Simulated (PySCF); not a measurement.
# CH7BN2O: the cost of one run

Computed with PySCF 2.14.0, with density-fitted response routines of our own, on a single molecule in the gas phase. Atoms count from 0, in the outputs and in this text.

## Step 1: The molecule as given

12 atoms, charge 0, multiplicity 1; geometry from: GFN2-xTB. The atoms were then displaced at random by about 0.01 Å, so the start is not that level's minimum.

Bonds of the start (Å): N0–B1 1.37, B1–N2 1.41, B1–C3 1.64, C3–O4 1.42, N0–H5 1.03, N0–H6 1.02, N2–H7 1.02, N2–H8 0.98, C3–H9 1.10, C3–H10 1.08, O4–H11 0.94.

## Step 2: Geometry optimisation at PBE0-D3(BJ)/def2-SVP

The job: settings as JSON, then the geometry in Å.

```
{"job": {"xc": "PBE0", "basis": "def2-SVP", "d3": "d3bj", "grid": 1, "shake": 0.01, "kind": "geom"}, "charge": 0, "multiplicity": 1}
N     -1.097360     1.291620     0.178340
B     -0.390160     0.122610     0.062410
N     -1.017640    -1.078930    -0.313960
C      1.231210     0.134100     0.324340
O      1.879080    -1.010100    -0.220340
H     -2.117010     1.373590     0.047940
H     -0.694400     2.194590     0.422420
H     -0.474200    -1.938150    -0.311950
H     -1.985950    -1.184190    -0.433550
H      1.408710     0.098810     1.410200
H      1.663580     1.045700    -0.047010
H      1.633830    -1.077930    -1.127860
```

Started as:

```sh
$ OMP_NUM_THREADS=1 python probes_run.py task.json out
```

This one command runs all jobs of the session in turn.

Q: Estimate the wall time and peak memory of this first job on 1 thread of Arm Neoverse V1, shared host.

About 36 s, with a peak of 0.43 GiB.
